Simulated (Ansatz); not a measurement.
Consider an atomisation energy of CH4BrNSn, SMILES [Br][SnH]1[CH2][NH]1 (the Ansatz DFT code, driven from Python).

`run_tae.py`:
```python
# -*- coding: utf-8 -*-
from collections import Counter
import logging
import sys

import ansatz

logging.basicConfig(stream=sys.stdout, format="%(levelname)s:%(name)s:%(message)s")
log = logging.getLogger("calc")
log.setLevel(logging.INFO)

SETTINGS = {
    "basis_set": "def2-SVP",
    "xc": "pbe0",
}


def single_point(molecule, charge=0, unpaired=0):
    calc = (
        molecule.calculation()
        .basis(gaussian=SETTINGS["basis_set"])
        .functional(SETTINGS["xc"])
        .scf(lower_state_search="standard")
    )
    if charge:
        calc = calc.charge(charge)
    if unpaired:
        calc = calc.spin("collinear", total=unpaired)
    report = calc.run(threads=1).report
    if report["published_state_doubts"]:
        print("  doubts:", report["published_state_doubts"])
    return report["free_energy_ev"]

GEOMETRY = """
Br   -2.82170    0.69770   -0.37020
Sn   -0.37760    0.84680   -0.70280
C     0.72960   -0.09270    0.79070
N     0.50920   -1.04060   -0.19430
H     0.27110    1.23700   -2.29940
H     0.24160   -0.24810    1.77150
H     1.87140    0.15160    0.80660
H    -0.33150   -1.60890    0.14210
"""

mol = ansatz.Crystal.molecule()
for line in GEOMETRY.strip().splitlines():
    symbol, *xyz = line.split()
    mol = mol.atom(symbol, [float(v) for v in xyz])

unpaired = {"Br": 1, "Sn": 2, "C": 2, "N": 3, "H": 1}
counts = Counter(site.symbol for site in mol.cartesian_sites)
atom_energy = {s: single_point(ansatz.Crystal.molecule().atom(s, (0, 0, 0)), 0, unpaired[s]) for s in counts}
whole = single_point(mol, 0, 0)
for s, e in atom_energy.items():
    log.info(f"{s:2s} x{counts[s]}  {e:14.5f} eV")
log.info(f"CH4BrNSn: {whole:.5f} eV")
split = sum(counts[s] * e for s, e in atom_energy.items()) - whole
log.info(f"atomisation energy (no zero-point term): {23.060548 * split:.1f} kcal/mol, {split / sum(counts.values()):.3f} eV an atom")
```

What does it cost to take this molecule apart into atoms?

557.7 kcal/mol from the electronic energies, without the zero-point term.

What the script printed:

```console
$ python run_tae.py
INFO:calc:Br x1    -70028.48150 eV
INFO:calc:Sn x1     -5830.15624 eV
INFO:calc:C  x1     -1027.52001 eV
INFO:calc:N  x1     -1482.44855 eV
INFO:calc:H  x4       -13.61361 eV
INFO:calc:CH4BrNSn: -78447.24319 eV
INFO:calc:atomisation energy (no zero-point term): 557.7 kcal/mol, 3.023 eV an atom
```

These settings explore the input space; basis and method may be short of convergence. The geometry is a force-field or estimated start, not a minimum of this method, and the basis set is short of its limit. All parts are taken at fixed geometry, without zero-point energy. def2 sets replace the cores of elements past krypton by effective core potentials. The spin-orbit lowering of heavy atoms is left out. The whole script took 4.3 s on 1 thread of Intel(R) Xeon(R) Platinum 8488C (Sapphire Rapids), with other jobs on the host, peak memory 0.31 GiB.

(A comment or docstring line of the script was reworded after the run, the code is as it ran; lines on the test bed's own set-up are left out of the output.)
